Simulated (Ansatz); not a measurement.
AsGaH6, SMILES [GaH3-][AsH3+], a geometry optimisation

Computed with Ansatz 0.2.0 through its Python package.

Typed at the interpreter:
```pycon
>>> import itertools
>>> import ansatz
>>> from ase import Atoms
>>> from ase.data import atomic_numbers, covalent_radii
>>> import numpy as np
>>> atoms = Atoms(["Ga", "As", "H", "H", "H", "H", "H", "H"], positions=[
...     (-0.3457, 0.0758, -1.136),
...     (0.3822, -0.1383, 1.1609),
...     (0.3419, -0.9311, -2.1064),
...     (-1.9052, -0.1457, -1.215),
...     (-0.0871, 1.612, -1.6705),
...     (1.0093, 1.233, 1.6368),
...     (1.4893, -1.2664, 1.2133),
...     (-0.7926, -0.4964, 2.0612),
... ])
>>> mol = ansatz.Crystal.molecule_from_ase(atoms)
>>> calc = (
...     mol.calculation()
...     .basis(gaussian="def2-SVP")
...     .functional("r2scan")
... )
>>> symbols = [site.symbol for site in mol.cartesian_sites]
>>> start = np.array([site.position_ang for site in mol.cartesian_sites], dtype=float)
>>> def progress(event):
...     if event["event"] == "relax_step":
...         row = event["data"]
...         print(f"step {row['step']:3d}  E = {row['lagrangian_ev']:.6f} eV  largest force component {row['allowed_force_max_ev_ang']:.4f} eV/A")
...
>>> r = calc.relax(force_tolerance=0.01).session().plan().execute(on_event=progress).report
step   1  E = -113300.707926 eV  largest force component 2.0367 eV/A
step   2  E = -113301.432094 eV  largest force component 1.1580 eV/A
step   3  E = -113301.537325 eV  largest force component 0.4193 eV/A
step   4  E = -113301.561792 eV  largest force component 0.2897 eV/A
step   5  E = -113301.566427 eV  largest force component 0.0490 eV/A
step   6  E = -113301.566560 eV  largest force component 0.0051 eV/A
>>> end = np.array(r["positions_ang"])
>>> for key in ("converged", "free_energy_ev", "reference_energy_ev", "n_frozen", "n_occupied", "n_virtual"):
...     print(f"{key:22s} {r[key]}")
...
converged              True
free_energy_ev         -113301.56657208141
reference_energy_ev    -113301.56657208141
n_frozen               0
n_occupied             [35, 35]
n_virtual              [59, 59]
>>> # pairs closer than 1.2 times the sum of covalent radii, before or after
>>> radius = [covalent_radii[atomic_numbers[s]] for s in symbols]
>>> span = lambda where, i, j: np.linalg.norm(where[i] - where[j])
>>> bonded = [(i, j) for i, j in itertools.combinations(range(len(symbols)), 2) if min(span(start, i, j), span(end, i, j)) < 1.2 * (radius[i] + radius[j])]
>>> print("pair        before    after (A)")
pair        before    after (A)
>>> for i, j in bonded:
...     print(f"{symbols[i]}{i}-{symbols[j]}{j}".ljust(10), f"{span(start, i, j):8.4f} {span(end, i, j):8.4f}")
...
Ga0-As1      2.4190   2.6502
Ga0-H2       1.5583   1.5695
Ga0-H3       1.5771   1.5696
Ga0-H4       1.6470   1.5694
As1-H5       1.5812   1.5112
As1-H6       1.5815   1.5112
As1-H7       1.5228   1.5113
>>> charges = r["charge_distribution"]
>>> print("dipole moment", round(4.803205 * float(np.linalg.norm(charges["dipole_moment_e_ang"])), 3), "D")
dipole moment 3.81 D
>>> print("Mulliken:", [(s, round(q, 3)) for s, q in zip(symbols, charges["mulliken_charges_e"])])
Mulliken: [('Ga', 0.152), ('As', 0.125), ('H', -0.119), ('H', -0.119), ('H', -0.119), ('H', 0.027), ('H', 0.027), ('H', 0.027)]
>>> with open("asgah6_opt.xyz", "w") as handle:
...     handle.write(f"{len(symbols)}\nrelaxed AsGaH6\n")
...     handle.writelines(f"{s:2s} {x:11.6f} {y:11.6f} {z:11.6f}\n" for s, (x, y, z) in zip(symbols, end))
...
17
```

`asgah6_opt.xyz`, as written:
```text
8
relaxed AsGaH6
Ga   -0.482089    0.147357   -1.466410
As    0.364985   -0.117844    1.030754
H     0.419555   -0.982427   -2.078040
H    -1.990588   -0.167477   -1.167931
H    -0.041820    1.643758   -1.639718
H     1.006557    1.045526    1.751041
H     1.420051   -1.140374    1.384371
H    -0.604552   -0.485618    2.130235
```

What to keep in mind:
- These settings explore the input space; basis and method may be short of convergence.
- The end point is the stationary point reached from this start; no frequency run checks that it is a minimum, and the basis set is modest.
- The whole script took 16 s on 1 thread of Intel(R) Xeon(R) 6975P-C (Granite Rapids), with other jobs on the host, peak memory 0.23 GiB.

(Lines on the test bed's own set-up are left out of the output.)
